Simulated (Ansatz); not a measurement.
# B₂Cl₄H₂O₂: small, medium and large basis sets

An exercise on one series of results from a longer session: the logs are not shown, and one member is left open.

Computed with Ansatz 0.2.0, Gaussian basis. Level: one geometry, several basis sets.

The runs, in order: PBE0-D4/def2-SVP; ωB97M-V/def2-SVP; PBE0-D4/def2-QZVPP; ωB97M-V/def2-QZVPP; the functionals' def2-TZVPP values are taken from earlier runs.

## The relaxed structure

The geometry comes from an earlier relaxation with PBE0-D4 in a triple-zeta def2 set; it is a stationary point, not always the lowest conformer.

SMILES `Cl[B-]1(Cl)[OH+][B-](Cl)(Cl)[OH+]1`, 10 atoms, charge 0, spin multiplicity 1.

Atoms are counted from 1 here; the program's logs count them from 0.

Bond lengths: Cl1–B2 1.777 Å, B2–Cl3 1.803 Å, B2–O4 1.542 Å, B2–O8 1.542 Å, O4–B5 1.542 Å, O4–H9 0.966 Å, B5–Cl6 1.803 Å, B5–Cl7 1.777 Å, B5–O8 1.542 Å, O8–H10 0.966 Å. Angles: Cl1–B2–Cl3 116.5°, Cl1–B2–O4 112.5°, Cl1–B2–O8 112.5°, Cl3–B2–O4 111.8°, Cl3–B2–O8 111.8°, O4–B2–O8 88.7°, B2–O4–B5 91.0°, B2–O4–H9 114.5°, B5–O4–H9 114.5°, O4–B5–Cl6 111.8°, O4–B5–Cl7 112.5°, O4–B5–O8 88.7°, Cl6–B5–Cl7 116.5°, Cl6–B5–O8 111.8°, Cl7–B5–O8 112.5°, B2–O8–B5 91.0°, B2–O8–H10 114.5°, B5–O8–H10 114.5°.

Set-up of the first run:

in.yaml reads:

```yaml
crystal:
  periodic: [false, false, false]
  atoms:
    - {symbol: Cl, position_ang: [0.903573, -2.517621, -0.170162]}
    - {symbol: B, position_ang: [-0.081272, -1.090426, 0.217269]}
    - {symbol: Cl, position_ang: [-1.579575, -1.384815, 1.175385]}
    - {symbol: O, position_ang: [0.757131, 0.062398, 0.806115]}
    - {symbol: B, position_ang: [0.347628, 0.990476, -0.355631]}
    - {symbol: Cl, position_ang: [-0.831063, 2.246672, 0.175616]}
    - {symbol: Cl, position_ang: [1.744444, 1.561964, -1.293295]}
    - {symbol: O, position_ang: [-0.356491, -0.210595, -1.019194]}
    - {symbol: H, position_ang: [0.470866, 0.361527, 1.678341]}
    - {symbol: H, position_ang: [-1.292243, -0.070680, -1.211546]}
basis:
  gaussian: {orbitals: def2-SVP}
hamiltonian: {xc: pbe0, dispersion: d4}
output: {orbitals: {seedname: orbitals}}
```

Launch:

```bash
ansatz run in.yaml --threads 4 --pin off --events-out ev --progress --plain --max-ram 11315MiB
```

Among the steps run: PBE0-D4 in def2-SVP; ωB97M-V in def2-SVP; PBE0-D4 in def2-QZVPP; ωB97M-V in def2-QZVPP.

One table of the session follows, with a row left open; its other results are not shown here.

It belongs to the step «Density functionals: the series». 

```
functional       basis  HOMO (eV)  LUMO (eV)
   PBE0-D4    def2-SVP      -8.66       0.46
   PBE0-D4  def2-TZVPP      -8.84      -0.19
   PBE0-D4  def2-QZVPP      -8.88      -0.46
   ωB97M-V    def2-SVP          ?          ?
   ωB97M-V  def2-TZVPP     -11.08       1.35
   ωB97M-V  def2-QZVPP     -11.13       0.83
```

Estimate the missing values for ωB97M-V, def2-SVP.

The run gave: HOMO (eV): -10.85; LUMO (eV): 2.19. In the column «HOMO (eV)» it lies between ωB97M-V, def2-TZVPP (-11.08) and PBE0-D4, def2-QZVPP (-8.88).
